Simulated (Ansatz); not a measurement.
**CH₃F₂InO: basis-set convergence**

The task here is to estimate one member of a computed series from the others.

Method: one geometry, several basis sets; program: Ansatz 0.2.0, Gaussian basis.

Levels to be run: PBE0-D4/def2-SVP; ωB97M-V/def2-SVP; PBE0-D4/def2-QZVPP; ωB97M-V/def2-QZVPP; the functionals' def2-TZVPP values are taken from earlier runs.

## Structure used throughout

All runs share one geometry, relaxed beforehand with PBE0-D4 in a triple-zeta def2 set. In takes the def2 core potential; no spin-orbit term is included.

SMILES `O[CH2][In]([F])[F]`, 8 atoms, charge 0, spin multiplicity 1.

Atoms are counted from 1 here; the program's logs count them from 0.

Bond lengths: O1–C2 1.389 Å, O1–H6 0.966 Å, C2–In3 2.170 Å, C2–H7 1.095 Å, C2–H8 1.088 Å, In3–F4 1.982 Å, In3–F5 1.929 Å. Angles: C2–O1–H6 109.5°, O1–C2–In3 106.3°, O1–C2–H7 114.0°, O1–C2–H8 109.3°, In3–C2–H7 106.5°, In3–C2–H8 111.2°, H7–C2–H8 109.5°, C2–In3–F4 96.4°, C2–In3–F5 153.8°, F4–In3–F5 109.8°.

Set-up of the first run:

Input file in.yaml:

```yaml
crystal:
  periodic: [false, false, false]
  atoms:
    - {symbol: O, position_ang: [0.044068, -0.934284, 1.343005]}
    - {symbol: C, position_ang: [0.817466, -0.040162, 0.614712]}
    - {symbol: In, position_ang: [-0.491890, 0.807981, -0.894151]}
    - {symbol: F, position_ang: [-1.651841, -0.785940, -1.101815]}
    - {symbol: F, position_ang: [-1.105802, 2.217986, -2.057901]}
    - {symbol: H, position_ang: [-0.462672, -1.489829, 0.736915]}
    - {symbol: H, position_ang: [1.650962, -0.506100, 0.077968]}
    - {symbol: H, position_ang: [1.199699, 0.730348, 1.281276]}
basis:
  gaussian: {orbitals: def2-SVP}
hamiltonian: {xc: pbe0, dispersion: d4}
output: {orbitals: {seedname: orbitals}}
```

On the command line:

```sh
> ansatz run in.yaml --threads 2 --pin off --events-out ev --progress --plain --max-ram 32768MiB --backend cpu
```

Among the steps run: PBE0-D4 in def2-SVP; ωB97M-V in def2-SVP; PBE0-D4 in def2-QZVPP; ωB97M-V in def2-QZVPP.

One of the session's tables, all rows but one given; the rest of the session is left out.

It belongs to the step «Density functionals: the series». 

```
functional       basis  HOMO (eV)  LUMO (eV)
   PBE0-D4    def2-SVP      -7.75      -1.90
   PBE0-D4  def2-TZVPP      -7.94      -2.09
   PBE0-D4  def2-QZVPP          ?          ?
   ωB97M-V    def2-SVP      -9.89       0.00
   ωB97M-V  def2-TZVPP     -10.11      -0.28
   ωB97M-V  def2-QZVPP     -10.15      -0.47
```

Q: Estimate the row for PBE0-D4, def2-QZVPP from the others.

As computed: HOMO (eV): -7.98; LUMO (eV): -2.15. In the column «HOMO (eV)» it lies between ωB97M-V, def2-SVP (-9.89) and PBE0-D4, def2-TZVPP (-7.94).
